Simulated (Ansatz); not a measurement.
Crystal: Ge2Sb2Te5.

```
Te Sb Ge
1.0
     4.29406    0.00000    0.00000
    -2.14703    3.71877    0.00000
     0.00000    0.00000   17.10135
Te Sb Ge
5 2 2
Direct
  0.66667 0.33333 0.41989
  0.33333 0.66667 0.58011
  0.33333 0.66667 0.20154
  0.66667 0.33333 0.79846
  0.00000 0.00000 0.00000
  0.00000 0.00000 0.32007
  0.00000 0.00000 0.67993
  0.66667 0.33333 0.10290
  0.33333 0.66667 0.89711
```

The cell comes from a database or a generator and needn't be the stable form of this composition.

```yaml
Program: Ansatz 0.2.0
Task: relaxation of cell and atoms
Functional: LDA
Potentials_or_basis: Ansatz PAW
Cutoff: "420 eV (not typed: the program's choice for these potentials)"
k_mesh: 5 × 5 × 2
Occupations: fermi-dirac, width 0.05 eV
Spin: no spin polarisation
```

At the start: volume 30.34 Å³/atom.

**Question.** How do energy, volume and symmetry change on relaxing?

**Answer.** It ends after 6 steps and the volume is 28.37 Å³/atom (-6.5 %); space group P-3m1 (No. 164, to 0.05 Å).

The path:
| step | energy change (eV) | largest force (eV/Å) | volume (Å³) |
| --- | --- | --- | --- |
| 1 | 0.0000 | 0.2634 | 273.09 |
| 2 | -0.0916 | 0.3117 | 243.96 |
| 3 | -0.2126 | 0.0431 | 256.58 |
| 4 | -0.2147 | 0.0042 | 255.65 |
| 5 | -0.2149 | 0.0033 | 255.35 |
| 6 | -0.2109 | 0.0032 | 255.35 |

Final structure:
```
CELL_PARAMETERS angstrom
4.19070 0.00000 0.00000
-2.09535 3.62926 0.00000
0.00000 0.00000 16.78921
ATOMIC_POSITIONS crystal
Te 0.66667 0.33333 0.41831
Te 0.33333 0.66667 0.58169
Te 0.33333 0.66667 0.19761
Te 0.66667 0.33333 0.80239
Te 0.00000 0.00000 0.00000
Sb 0.00000 0.00000 0.31672
Sb 0.00000 0.00000 0.68328
Ge 0.66667 0.33333 0.10053
Ge 0.33333 0.66667 0.89947
```

Caveat: the plane-wave basis is chosen anew once the cell has moved, so the energies of steps on either side of that aren't comparable; the PAW data sets come from PBE, with cores solved anew for the run's functional, which leaves a small shift of forces and pressure.
